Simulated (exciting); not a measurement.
# BiTe (Fm-3m) in exciting: settings compared, part 2 of 2

exciting (release sodium). Earlier steps stand in the parts before.

### Step 3. Single point, acPBE

File input.xml:

```xml
<input>
  <title>BiTe</title>
  <structure speciespath="./" tshift="false" cartesian="true">
    <crystal scale="1.88972612463">
      <basevect>0.000000000000 3.235000000000 3.235000000000</basevect>
      <basevect>3.235000000000 0.000000000000 3.235000000000</basevect>
      <basevect>3.235000000000 3.235000000000 0.000000000000</basevect>
    </crystal>
    <species speciesfile="Bi.xml" rmt="2.3">
      <atom coord="0.000000000000 0.000000000000 0.000000000000"/>
    </species>
    <species speciesfile="Te.xml" rmt="2.3">
      <atom coord="6.113264013164 6.113264013164 6.113264013164"/>
    </species>
  </structure>
  <groundstate do="fromscratch" ngridk="7 7 7" rgkmax="9" gmaxvr="14" lmaxapw="10" lmaxmat="10" lmaxvr="8" xctype="GGA_AC_PBE" stype="Fermi Dirac" swidth="0.00183747" nempty="10" ValenceRelativity="iora*" epsengy="1e-05" epspot="1e-05" maxscl="60" tforce="true" outputlevel="high"/>
</input>
```

Potentials or basis: all-electron LAPW+lo, shipped species files, valence relativity iora*.

The run is started by

```sh
$ OMP_NUM_THREADS=1 exciting_smp
```

INFO.OUT:

```text
================================================================================
EXCITING SODIUM started
All units are atomic (Hartree, Bohr, etc.)
================================================================================

********************************************************************************
* Ground-state run starting from atomic densities                              *
********************************************************************************

++++++++++++++++++++++++++++++++++++++++++++++++++++++++++++++++++++++++++++++++
+ Starting initialization                                                      +
++++++++++++++++++++++++++++++++++++++++++++++++++++++++++++++++++++++++++++++++

 Lattice vectors (cartesian) :
      0.0000000000      6.1132640132      6.1132640132
      6.1132640132      0.0000000000      6.1132640132
      6.1132640132      6.1132640132      0.0000000000

 Reciprocal lattice vectors (cartesian) :
     -0.5138977552      0.5138977552      0.5138977552
      0.5138977552     -0.5138977552      0.5138977552
      0.5138977552      0.5138977552     -0.5138977552

 Unit cell volume                           :     456.9297674354
 Brillouin zone volume                      :       0.5428628886

 Species :    1 (Bi)
     parameters loaded from                 :    Bi.xml
     name                                   :    bismuth
     nuclear charge                         :     -83.00000000
     electronic charge                      :      83.00000000
     atomic mass                            :  380947.92830000
     muffin-tin radius                      :       2.30000000
     # of radial points in muffin-tin       :     450
[... 570 lines left out ...]
| Convergence targets achieved. Performing final SCF iteration                 +
++++++++++++++++++++++++++++++++++++++++++++++++++++++++++++++++++++++++++++++++
 Total energy                               :    -28381.56762777
 _______________________________________________________________
 Fermi energy                               :         0.24189232
 Kinetic energy                             :     32437.31849764
 Coulomb energy                             :    -60240.87180269
 Exchange energy                            :      -569.79980698
 Correlation energy                         :        -8.21451575
 Sum of eigenvalues                         :    -17503.93862443
 Effective potential energy                 :    -49941.25712207
 Coulomb potential energy                   :    -49188.34281784
 xc potential energy                        :      -752.91430423
 Hartree energy                             :      9118.97069390
 Electron-nuclear energy                    :    -67426.28420564
 Nuclear-nuclear energy                     :     -1933.55829095
 Madelung energy                            :    -35646.70039377
 Core-electron kinetic energy               :         0.00000000

 DOS at Fermi energy (states/Ha/cell)       :        76.32382940

 Electron charges :
     core                                   :       104.00000000
     core leakage                           :         0.01009430
     valence                                :        31.00000000
     interstitial                           :         6.27055588
     charge in muffin-tin spheres :
                  atom     1    Bi          :        79.75476421
                  atom     2    Te          :        48.97467991
     total charge in muffin-tins            :       128.72944412
     total charge                           :       135.00000000

++++++++++++++++++++++++++++++++++++++++++++++++++++++++++++++++++++++++++++++++
+ Self-consistent loop stopped                                                 +
++++++++++++++++++++++++++++++++++++++++++++++++++++++++++++++++++++++++++++++++
 STATE.OUT is written

--------------------------------------------------------------------------------
- Writing atomic positions and forces                                          -
--------------------------------------------------------------------------------

 Atomic positions (cartesian) :
 atom     1  Bi  :     0.00000000    0.00000000    0.00000000
 atom     2  Te  :     6.11326401    6.11326401    6.11326401

 Total atomic forces including IBS (cartesian) :
 atom     1  Bi  :    -0.00000000   -0.00000000    0.00000000
 atom     2  Te  :     0.00000000    0.00000000   -0.00000000

 Atomic force components including IBS (cartesian) :
 atom     1  Bi  :     0.00000000   -0.00000000    0.00000000   HF force
                 :     0.00000000   -0.00000000    0.00000000   core correction
                 :    -0.00000000    0.00000000    0.00000000   IBS correction
 atom     2  Te  :    -0.00000000    0.00000000   -0.00000000   HF force
                 :    -0.00000000    0.00000000   -0.00000000   core correction
                 :     0.00000000   -0.00000000   -0.00000000   IBS correction

********************************************************************************
* Groundstate module stopped                                                   *
********************************************************************************

================================================================================
| EXCITING SODIUM stopped                                                      =
================================================================================
```

Run time: 1.7 min. Hardware: 1 thread of Arm Neoverse V1, shared host; peak memory 0.16 GiB.

What came out:

```yaml
Free_energy: -772301.8199 eV
Band_gap_on_the_k_mesh: none (metal or under the smearing width)
All_electrons_inside_the_program's_atomic_spheres: Bi 79.75; Te 48.97 (radii Bi 2.3, Te 2.3 bohr)
```

Caveat: the log's total energy holds no entropy term; the free energy is that total less TS from the occupations; spin-orbit coupling is left out, which moves the levels of the heavy elements.
